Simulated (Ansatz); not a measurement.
# C2H8FInS: basis-set convergence

Aim: see how fast density functionals converge with the basis set for C2H8FInS.

The runs use Ansatz 0.2.0, Gaussian basis; one geometry, several basis sets.

Plan: PBE0-D4/def2-SVP; ωB97M-V/def2-SVP; PBE0-D4/def2-QZVPP; ωB97M-V/def2-QZVPP; the functionals' def2-TZVPP values are taken from earlier runs.

## 1. The relaxed structure

The geometry comes from an earlier relaxation with PBE0-D4 in a triple-zeta def2 set; it is a stationary point, not always the lowest conformer. In takes the def2 core potential; no spin-orbit term is included.

13 atoms, charge 0, spin multiplicity 1.

Atoms are counted from 1 here; the program's logs count them from 0.

Bond lengths: C1–In2 2.137 Å, C1–H6 1.091 Å, C1–H7 1.091 Å, C1–H8 1.090 Å, In2–C3 2.135 Å, In2–S5 2.498 Å, C3–H9 1.091 Å, C3–H10 1.090 Å, C3–H11 1.091 Å, F4–H12 0.967 Å, S5–H13 1.343 Å. Angles: In2–C1–H6 109.7°, In2–C1–H7 108.5°, In2–C1–H8 111.6°, H6–C1–H7 108.7°, H6–C1–H8 109.1°, H7–C1–H8 109.2°, C1–In2–C3 139.0°, C1–In2–S5 111.1°, C3–In2–S5 109.4°, In2–C3–H9 108.6°, In2–C3–H10 111.6°, In2–C3–H11 109.6°, H9–C3–H10 109.2°, H9–C3–H11 108.6°, H10–C3–H11 109.1°, In2–S5–H13 94.4°.

## 2. PBE0-D4 in def2-SVP

Input file in.yaml:

```yaml
crystal:
  periodic: [false, false, false]
  atoms:
    - {symbol: C, position_ang: [-1.301021, -1.239209, 1.105522]}
    - {symbol: In, position_ang: [0.218866, -0.170203, 0.049465]}
    - {symbol: C, position_ang: [1.578097, -0.479126, -1.568269]}
    - {symbol: F, position_ang: [-1.181546, 1.701551, -0.974511]}
    - {symbol: S, position_ang: [0.764143, 1.981828, 1.193757]}
    - {symbol: H, position_ang: [-0.983461, -1.408416, 2.135469]}
    - {symbol: H, position_ang: [-2.208326, -0.633682, 1.114051]}
    - {symbol: H, position_ang: [-1.515875, -2.199139, 0.636468]}
    - {symbol: H, position_ang: [1.491196, 0.359201, -2.260577]}
    - {symbol: H, position_ang: [1.364662, -1.406732, -2.098954]}
    - {symbol: H, position_ang: [2.599792, -0.512134, -1.187039]}
    - {symbol: H, position_ang: [-0.660983, 2.157280, -0.298887]}
    - {symbol: H, position_ang: [-0.145043, 1.814279, 2.168303]}
basis:
  gaussian: {orbitals: def2-SVP}
hamiltonian: {xc: pbe0, dispersion: d4}
output: {orbitals: {seedname: orbitals}}
```

The runs that follow: ωB97M-V in def2-SVP; PBE0-D4 in def2-QZVPP; ωB97M-V in def2-QZVPP.

Before running them: what should the planned runs give, taken together? Wanted: PBE0-D4: double and triple zeta above quadruple; ωB97M-V: double and triple zeta above quadruple.

**Answer**, as computed:

```
                                       quantity           value
PBE0-D4: double and triple zeta above quadruple  10.57, 0.65 eV
ωB97M-V: double and triple zeta above quadruple  10.78, 0.63 eV
```

PBE0-D4 gains 9.92 eV from double to triple zeta, then 0.65 eV more. Total energies overstate the basis error of differences, where much of it tends to cancel. The LUMO of ωB97M-V is positive and keeps falling with the basis (1.18 to 0.54 eV): an unbound level that the basis holds in place.
